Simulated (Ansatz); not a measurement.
This script drives Ansatz's Python interface.

Input file `scru3.vasp`:
```text
ScRu3
1.0
   3.93843700    0.00000000    0.00000000
   0.00000000    3.93843700    0.00000000
   0.00000000    0.00000000    3.93843700
Sc Ru
1 3
Direct
   0.00000000    0.00000000    0.00000000
   0.00000000    0.50000000    0.50000000
   0.50000000    0.00000000    0.50000000
   0.50000000    0.50000000    0.00000000
```

Script `scru3_paw_lapw.py`:
```python
import ansatz as az
from ase.io import read
import numpy as np
import pandas as pd

XC = 'PBE'
KGRID = (7, 7, 7)
FILLING = 'Fermi-Dirac'
SIGMA = 0.1


def count_gap(report):
    # lowest empty less highest filled band, counting bands; zero where they overlap
    return max(report.get('gap_by_band_count_ev') or 0.0, 0.0)


def main() -> None:
    atoms = read('scru3.vasp', format='vasp')
    structure = az.Crystal.from_ase(atoms)

    model = (
        structure.calculation()
        .functional(XC)
        .kpoints(*KGRID)
        .occupations(FILLING, width=SIGMA)
        .stress()
        .forces()
        .band_table()
    )
    variants = {
        'PAW': model.pseudopotentials('paw'),
        'LAPW': model.pseudopotentials('all_electron', lapw=True),
    }
    rows = []
    for label, variant in variants.items():
        data = variant.run(threads=1).report
        levels = np.array(data['eigenvalues_ev'][0]) - data['fermi_energy_ev']
        print(label, 'levels at the first k-point near E_F:', np.round(levels[np.abs(levels) < 5], 3))
        rows.append((label, data['n_electrons'], np.trace(data['stress_gpa']) / 3, count_gap(data)))
    print(pd.DataFrame(rows, columns=['treatment', 'electrons in bands', 'P GPa', 'gap by band count eV']).round(4).to_string(index=False))


if __name__ == '__main__':
    main()
```

It is started by `python scru3_paw_lapw.py`. Estimate its wall time and peak memory on 1 thread of Arm Neoverse V2, on a shared host.

It took about 42 s, with a peak of 0.75 GiB, for 2 runs of the engine.

```console
$ python scru3_paw_lapw.py
DeckWarning: basis.ecutwfc = 420 eV, auto-derived from the records' recommended cutoffs: set by Sc (normal level)
PAW levels at the first k-point near E_F: [-4.993 -4.534 -4.534 -4.223 -4.223 -4.223 -1.085 -1.085 -1.085  0.679
  0.679  1.794  2.252  2.252  2.252  3.91   3.91   3.91   4.442]
LAPW levels at the first k-point near E_F: [-4.993 -4.535 -4.535 -4.224 -4.224 -4.224 -1.084 -1.084 -1.084  0.68
  0.68   1.795  2.253  2.253  2.253  3.907  3.907  3.907  4.442  4.442]
treatment  electrons in bands   P GPa  gap by band count eV
      PAW                59.0 -1.5244                   0.0
     LAPW                95.0 -1.5351                   0.0
```
(Warnings from the package without file and line.)

PAW gives -1.524 GPa and LAPW -1.535 GPa, 0.011 GPa apart. They took 2.0 and 38.4 s of processor time.

Caveats:
- No spin polarisation was allowed.
- The computed bands are complete only to about 3.5 eV above the Fermi level.
- The mesh is modest for a metal, so energies can be off by several to tens of meV an atom and pressures by half a GPa or more; differences at equal mesh fare better.
- A gap by band count of zero or less means overlapping bands, a metal, and at an odd count of electrons it is no gap at all.
- The structure comes from a database of computed cells and needn't be a stable or known phase.
- Levels are Kohn-Sham eigenvalues on this mesh, without spin-orbit coupling.
- Pressure is positive in compression; the treatments may keep other shells as core, so totals and counts of electrons can differ.
